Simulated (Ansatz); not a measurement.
# Ga: the cost of one run

Computed with Ansatz 0.2.0 (DFT PBEsol, scalar-relativistic, plane waves, PAW, unless a step's input says otherwise).

1 further run of the same task is left out (set aside as unsound or not needed). Runs told in other sessions of the task aren't counted.

**1. The system as given**

The structure is orthorhombic, space group Cmcm (No. 63). The conventional cell has a = 2.738 Å, b = 7.905 Å, c = 3.314 Å, α = 90.00°, β = 90.00°, γ = 90.00°. Around Ga (site symmetry m2m) lie 8 Ga at 2.69 to 2.83 Å.

Structure file:

```
CELL_PARAMETERS angstrom
1.36899 -3.95256 0.00000
1.36899 3.95256 0.00000
0.00000 0.00000 3.31380
ATOMIC_POSITIONS crystal
Ga 0.86613 0.13387 0.25000
Ga 0.13387 0.86613 0.75000
```

It is the result of an earlier relaxation at this level (volume 17.93 Å³/atom; gap on the mesh: none (metal)).

**2. Relaxing to 0.001 eV/Å, with the smearing for a metal**

Response runs need a geometry at rest under their own mesh and occupations; hence this stricter relaxation.

Input file input.yaml:

```yaml
crystal:
  lattice:
    - [1.3689902073, -3.9525606226, 0.0]
    - [1.3689902073, 3.9525606226, 0.0]
    - [0.0, 0.0, 3.3137977957]
  atoms:
    - { symbol: Ga, position: [0.8661296379, 0.1338703621, 0.25] }
    - { symbol: Ga, position: [0.1338703621, 0.8661296379, 0.75] }
basis:
  ecutwfc: 420
kpoints:
  mp_grid: { grid: [16, 16, 14] }
hamiltonian:
  xc: pbesol
scf:
  occupations: { method: fermi_dirac, width: 0.15 }
output:
  forces: true
  stress: true
  eigenvalues: true
relax:
  adjacent_minimum: "off"
  f_tol: 0.001
  max_steps: 60
  cell: { stress_tol: 0.01 }
```

Started as:

```sh
ansatz run input.yaml --threads 1 --pin off --max-ram 3072MiB --backend cpu --events-out ev --progress --plain --runs-dir out
```

Q: Estimate wall time and peak memory on 1 thread of Arm Neoverse V2, shared host.

About 80 s, with a peak of 0.63 GiB.
